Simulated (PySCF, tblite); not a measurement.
**C7H18AlN: geometry, infrared bands and NMR shifts**

Aim: predict the infrared bands and NMR shifts of C7H18AlN (`C=C(CC)C[N@H+]([AlH3-])CC`).

The runs use tblite 0.8.0 and PySCF 2.14.0, with density-fitted response routines of our own; the level of theory stands in each step. All values are computed, except where a source is named. Atoms are numbered from 0 throughout.

## Step 1: The molecule as given

27 atoms, charge 0, multiplicity 1; geometry from: force field or distance geometry start.

Bonds of the start (Å): C0–C1 1.32, C1–C2 1.51, C2–C3 1.50, C1–C4 1.49, C4–N5 1.46, N5–Al6 1.91, N5–C7 1.43, C7–C8 1.51, C0–H9 1.09, C0–H10 1.08, C2–H11 1.11, C2–H12 1.11, C3–H13 1.11, C3–H14 1.12, C3–H15 1.10, C4–H16 1.11, C4–H17 1.11, N5–H18 1.04, Al6–H19 1.58, Al6–H20 1.61, Al6–H21 1.60, C7–H22 1.11, C7–H23 1.13, C8–H24 1.13, C8–H25 1.11, C8–H26 1.09.

## Step 2: Relaxing the molecule with GFN2-xTB

The job: settings as JSON, then the geometry in Å.

```
{"job": {"kind": "relax", "xc": "GFN2-xTB", "basis": "xTB"}, "charge": 0, "multiplicity": 1}
C      1.123500    -1.098200    -1.510300
C      1.305700    -0.418900    -0.391500
C      2.684500    -0.435000     0.222200
C      3.290400     0.936200     0.342700
C      0.247600     0.339600     0.332400
N     -1.046200     0.287000    -0.339500
Al    -2.169200     1.716700     0.242600
C     -1.667200    -0.995500    -0.226900
C     -2.713800    -1.104400     0.849600
H      0.161100    -1.154900    -2.021900
H      1.971300    -1.616800    -1.929300
H      2.644700    -0.935500     1.214700
H      3.377400    -1.035500    -0.409100
H      4.104900     1.094200    -0.390400
H      3.702500     0.989500     1.386100
H      2.551800     1.744600     0.231900
H      0.547800     1.406600     0.420400
H      0.079400    -0.091600     1.341700
H     -0.862400     0.469500    -1.344200
H     -3.710700     1.404100     0.093900
H     -1.866000     3.002700    -0.680500
H     -1.831400     2.164100     1.742100
H     -0.882000    -1.730200     0.059800
H     -2.092300    -1.333400    -1.217500
H     -3.563200    -1.699100     0.407900
H     -2.328000    -1.726400     1.678000
H     -3.080100    -0.153000     1.248200
```

The run is started by

```bash
$ OMP_NUM_THREADS=1 python probes_run.py task.json out
```

The driver reads the jobs from task.json and runs them one after another.

**Question.** This job is followed by: GFN2-xTB harmonic vibrations, gas phase; GIAO PBE0/pcSseg-1 NMR shielding, non-relativistic, gas phase. What will the session give for the following? strongest single infrared mode (GFN2-xTB); zero-point energy (GFN2-xTB); 13C shifts against TMS (PBE0/pcSseg-1); 1H shifts against TMS (PBE0/pcSseg-1, means over atoms taken as alike); 15N shifts against NH3 (PBE0/pcSseg-1); 27Al shifts against AlH4- (PBE0/pcSseg-1).

As calculated:

| quantity | value |
| --- | --- |
| strongest single infrared mode (GFN2-xTB) | 757 cm⁻¹, 683 km/mol |
| zero-point energy (GFN2-xTB) | 142.9 kcal/mol |
| 13C shifts against TMS (PBE0/pcSseg-1) | 157.7, 111.3, 50.7, 42.0, 35.0, 18.9, 13.0 ppm |
| 1H shifts against TMS (PBE0/pcSseg-1, means over atoms taken as alike) | 5.38, 4.90, 4.22, 4.01, 3.24, 3.05, 2.99, 2.64, 2.41, 1.87, 1.43, 1.21 ppm |
| 15N shifts against NH3 (PBE0/pcSseg-1) | 51.1 ppm |
| 27Al shifts against AlH4- (PBE0/pcSseg-1) | 65.8 ppm |

Over 103 steps the energy fell by 1.224 eV; of the close pairs, N5–Al6 changed most, 1.909 to 2.041 Å. All 75 modes are real, so the xTB geometry is a minimum. The strongest single mode, at 757 cm⁻¹, is spread over several atoms, H20, H19, H21 among them. Unscaled tight-binding wavenumbers are off by several per cent, some by more. Its intensities can rank the bands wrongly. C1 (fully substituted alkene carbon) lies farthest downfield among carbon, at 157.7 ppm; as expected for a trigonal carbon in a double bond. At PBE0/pcSseg-1: The largest span, 249 ppm, is at C1, where the paramagnetic term is -234 ppm.
